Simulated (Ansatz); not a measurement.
# C₂H₈S₂Si: up Jacob's ladder to CCSD(T)

An exercise on one series of results from a longer session: the logs are not shown, and one member is left open.

Method: functionals in def2-TZVPP, the program's frozen cores in correlated methods; program: Ansatz 0.2.0, Gaussian basis.

Plan: PBE-D4, r2SCAN-D4, PBE0-D4, B3LYP-D4, ωB97X-V, ωB97M-V, B2PLYP; CCSD(T)/def2-TZVPP; MP2/def2-QZVPP; extrapolation to the limit.

## The geometry

The geometry comes from an earlier relaxation with PBE0-D4 in a triple-zeta def2 set; it is a stationary point, not always the lowest conformer.

SMILES `CS[SiH](C)S`, 13 atoms, charge 0, spin multiplicity 1.

Atoms are counted from 1 here; the program's logs count them from 0.

Bond lengths: C1–S2 1.815 Å, C1–H6 1.089 Å, C1–H7 1.090 Å, C1–H8 1.089 Å, S2–Si3 2.125 Å, Si3–C4 1.863 Å, Si3–S5 2.145 Å, Si3–H9 1.485 Å, C4–H10 1.092 Å, C4–H11 1.092 Å, C4–H12 1.093 Å, S5–H13 1.343 Å. Angles: S2–C1–H6 106.9°, S2–C1–H7 110.6°, S2–C1–H8 111.2°, H6–C1–H7 109.1°, H6–C1–H8 109.0°, H7–C1–H8 110.1°, C1–S2–Si3 100.6°, S2–Si3–C4 113.8°, S2–Si3–S5 112.0°, S2–Si3–H9 103.3°, C4–Si3–S5 104.8°, C4–Si3–H9 111.9°, S5–Si3–H9 111.2°, Si3–C4–H10 109.9°, Si3–C4–H11 111.1°, Si3–C4–H12 110.5°, H10–C4–H11 108.4°, H10–C4–H12 108.7° and more.

Set-up of the first run:

in.yaml

```yaml
crystal:
  periodic: [false, false, false]
  atoms:
    - {symbol: C, position_ang: [-2.010833, 0.449961, 0.278129]}
    - {symbol: S, position_ang: [-1.281804, -0.147565, -1.273272]}
    - {symbol: Si, position_ang: [0.782597, -0.128829, -0.768399]}
    - {symbol: C, position_ang: [1.215036, -1.230161, 0.670381]}
    - {symbol: S, position_ang: [1.450520, 1.824305, -0.185062]}
    - {symbol: H, position_ang: [-3.055316, 0.678241, 0.069242]}
    - {symbol: H, position_ang: [-1.507490, 1.356830, 0.613680]}
    - {symbol: H, position_ang: [-1.963837, -0.313119, 1.054293]}
    - {symbol: H, position_ang: [1.444205, -0.569330, -2.022346]}
    - {symbol: H, position_ang: [0.919028, -2.258817, 0.454302]}
    - {symbol: H, position_ang: [0.703891, -0.907348, 1.579971]}
    - {symbol: H, position_ang: [2.291203, -1.208385, 0.858619]}
    - {symbol: H, position_ang: [1.033199, 2.419417, -1.314837]}
basis:
  gaussian: {orbitals: def2-TZVPP}
hamiltonian: {xc: pbe, dispersion: d4}
output: {forces: true, orbitals: {seedname: orbitals}}
```

Command:

```console
> ansatz run in.yaml --threads 4 --pin off --events-out ev --progress --plain --max-ram 10444MiB
```

Among the steps run: PBE-D4 (GGA); r2SCAN-D4 (meta-GGA); PBE0-D4 (hybrid); B3LYP-D4 (hybrid); ωB97X-V (range-separated); ωB97M-V (range-separated); B2PLYP (double hybrid); CCSD(T) in def2-TZVPP; MP2 in def2-QZVPP.

One table of the session follows, with a row left open; its other results are not shown here.

It belongs to the step «Atomisation energies». 

| method | atomisation energy (kJ/mol) |
| --- | --- |
| PBE-D4 | 4611.9 |
| r2SCAN-D4 | 4577.5 |
| PBE0-D4 | 4569.4 |
| B3LYP-D4 | 4549.6 |
| ωB97X-V | 4584.6 |
| ωB97M-V | 4584.5 |
| B2PLYP | 4490.0 |
| HF/def2-TZVPP | ? |
| MP2/def2-TZVPP | 4475.6 |
| CCSD/def2-TZVPP | 4378.4 |
| CCSD(T)/def2-TZVPP | 4440.2 |
| MP2/CBS | 4598.3 |
| CCSD(T)/CBS | 4562.8 |

Estimate the missing values for HF/def2-TZVPP.

As computed: atomisation energy (kJ/mol): 3387.1. In the column «atomisation energy (kJ/mol)» it is the lowest.

To keep in mind: Free atoms (2 C, 2 S, 1 Si, 8 H) were run apart at each level; the atomisation energy is their sum less the molecule, without zero-point or spin-orbit terms.
